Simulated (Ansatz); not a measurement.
**B3LYP/6-31G(d) (Cartesian functions) run of AlGeH4Cl (SMILES [Cl][AlH][GeH3])**

Aim: the vertical singlet–triplet gap of AlGeH4Cl at B3LYP/6-31G* (Cartesian functions), from 2 runs. 

Program for the calculation: Ansatz 0.2.0.

66 further runs of the same task are left out: 66 set aside as unsound or not needed. Runs told in other sessions of the task aren't counted.

### Step 1. The structure to begin with

AlGeH4Cl has 7 atoms, charge 0, and is taken as a singlet. As SMILES, `[Cl][AlH][GeH3]`. The coordinates come from a PBE0-D4/def2-TZVP relaxation.

Bond lengths: Cl1–Al2 2.102 Å, Al2–Ge3 2.467 Å, Al2–H4 1.580 Å, Ge3–H5 1.540 Å, Ge3–H6 1.540 Å, Ge3–H7 1.540 Å. Angles: Cl1–Al2–Ge3 116.8°, Cl1–Al2–H4 116.5°, Ge3–Al2–H4 126.7°, Al2–Ge3–H5 111.0°, Al2–Ge3–H6 111.0°, Al2–Ge3–H7 112.3°, H5–Ge3–H6 107.2°, H5–Ge3–H7 107.6°, H6–Ge3–H7 107.6°.

### Step 2. The energy at B3LYP/6-31G(d) (Cartesian functions)

The input, run.yaml:

```yaml
crystal:
  periodic: [false, false, false]
  atoms:
    - {symbol: Cl, position_ang: [-2.499300, -1.527200, -0.126900]}
    - {symbol: Al, position_ang: [-0.425400, -1.314700, 0.144500]}
    - {symbol: Ge, position_ang: [0.501100, 0.959800, -0.093300]}
    - {symbol: H, position_ang: [0.379500, -2.632000, 0.480000]}
    - {symbol: H, position_ang: [0.225700, 1.522500, -1.499900]}
    - {symbol: H, position_ang: [-0.144000, 1.926400, 0.916800]}
    - {symbol: H, position_ang: [2.023700, 0.997300, 0.133100]}
basis:
  gaussian: {orbitals: "6-31G*"}
hamiltonian: {xc: {name: B3LYP}}
accuracy: high
output: {orbitals: {seedname: orbitals}}
```

Command:

```bash
$ ansatz run run.yaml --threads 1 --pin off --max-ram 2610MiB --events-out events.jsonl --progress --plain --runs-dir runs
```

The log of the run:

```text
Warning: RAYON_NUM_THREADS=1 ignored (pool sized by the plan → 1); use --threads N
Functional definition: B3LYP
  name "B3LYP"
  parameter a0 = 0.2
  parameter ax = 0.72
  parameter ac = 0.81
  exchange = (1 - a0 - ax)*slater_x + ax*b88_x + a0*exact_x
  correlation = (1 - ac)*vwn_rpa_c + ac*lyp_c
1603 factors; integrals over basis functions are off by at most 4.7e-9 eV
mean field evaluation 1: about -75697.4635 eV, gradient 1.9e1 eV
mean field evaluation 2: about -75697.6457 eV, gradient 1.8e1 eV
mean field evaluation 4: about -75698.3468 eV, gradient 4.0e-1 eV
mean field evaluation 8: about -75698.4210 eV, gradient 8.9e-2 eV
mean field evaluation 16: about -75698.4210 eV, gradient 2.6e-6 eV
mean field -75698.42104438 eV, -2781.8656631484 hartree, gradient 2.4e-8 eV, S^2 0.000000; 0 other end points of the search recorded, 0 dependent functions left out
reference -75698.42108961 eV, -2781.8656648106 hartree; 33, 33 occupied and 48, 48 virtual orbitals, 1603 factors
Total energy: -75698.42108961 eV, -2781.8656648106 hartree
```

It took 10 s on 1 thread of Arm Neoverse V1, shared host; peak memory 0.27 GiB.

### Step 3. The triplet, same level

The input, in.yaml:

```yaml
basis:
  gaussian:
    orbitals: "6-31G*"
crystal:
  periodic: [false, false, false]
  atoms:
    - {symbol: Cl, position_ang: [-2.499300, -1.527200, -0.126900]}
    - {symbol: Al, position_ang: [-0.425400, -1.314700, 0.144500]}
    - {symbol: Ge, position_ang: [0.501100, 0.959800, -0.093300]}
    - {symbol: H, position_ang: [0.379500, -2.632000, 0.480000]}
    - {symbol: H, position_ang: [0.225700, 1.522500, -1.499900]}
    - {symbol: H, position_ang: [-0.144000, 1.926400, 0.916800]}
    - {symbol: H, position_ang: [2.023700, 0.997300, 0.133100]}
accuracy: high
hamiltonian:
  xc: {name: B3LYP}
magnetization:
  spin_polarized: true
  initial_magnetization: 2
output:
  orbitals: {seedname: orbitals}
total_charge: 0
```

Command:

```bash
$ ansatz run in.yaml --threads 1 --pin off --max-ram 2610MiB --events-out events.jsonl --progress --plain --runs-dir runs
```

The log of the run:

```text
Warning: RAYON_NUM_THREADS=1 ignored (pool sized by the plan → 1); use --threads N
Functional definition: B3LYP
  name "B3LYP"
  parameter a0 = 0.2
  parameter ax = 0.72
  parameter ac = 0.81
  exchange = (1 - a0 - ax)*slater_x + ax*b88_x + a0*exact_x
  correlation = (1 - ac)*vwn_rpa_c + ac*lyp_c
1603 factors; integrals over basis functions are off by at most 4.7e-9 eV
mean field evaluation 1: about -75693.6378 eV, gradient 1.3e1 eV
mean field evaluation 2: about -75693.1623 eV, gradient 1.6e1 eV
mean field evaluation 4: about -75694.2390 eV, gradient 6.1e-1 eV
mean field evaluation 8: about -75694.3328 eV, gradient 1.1e-1 eV
mean field evaluation 16: about -75694.3329 eV, gradient 4.4e-4 eV
mean field -75694.33288301 eV, -2781.7154259892 hartree, gradient 1.8e-8 eV, S^2 2.002866; 0 other end points of the search recorded, 0 dependent functions left out
reference -75694.33292745 eV, -2781.7154276222 hartree; 34, 32 occupied and 47, 49 virtual orbitals, 1603 factors
Total energy: -75694.33292745 eV, -2781.7154276222 hartree
```

Run time: 20 s. Hardware: 1 thread of Arm Neoverse V1, shared host; peak memory 0.41 GiB.

### Step 4. Outcome

At B3LYP/6-31G* (Cartesian functions):

```
                                        quantity           value
                           singlet: total energy  -2781.86566 Eh
                            singlet: HOMO energy        -7.54 eV
                            singlet: LUMO energy        -2.08 eV
                          singlet: HOMO–LUMO gap         5.46 eV
                           triplet: total energy  -2781.71543 Eh
     triplet: HOMO energy (highest over α and β)        -3.64 eV
                                   triplet: ⟨S²⟩           2.003
vertical energy of the triplet above the singlet        4.088 eV
```

At this shape the triplet lies 4.09 eV (394 kJ/mol) above the singlet.
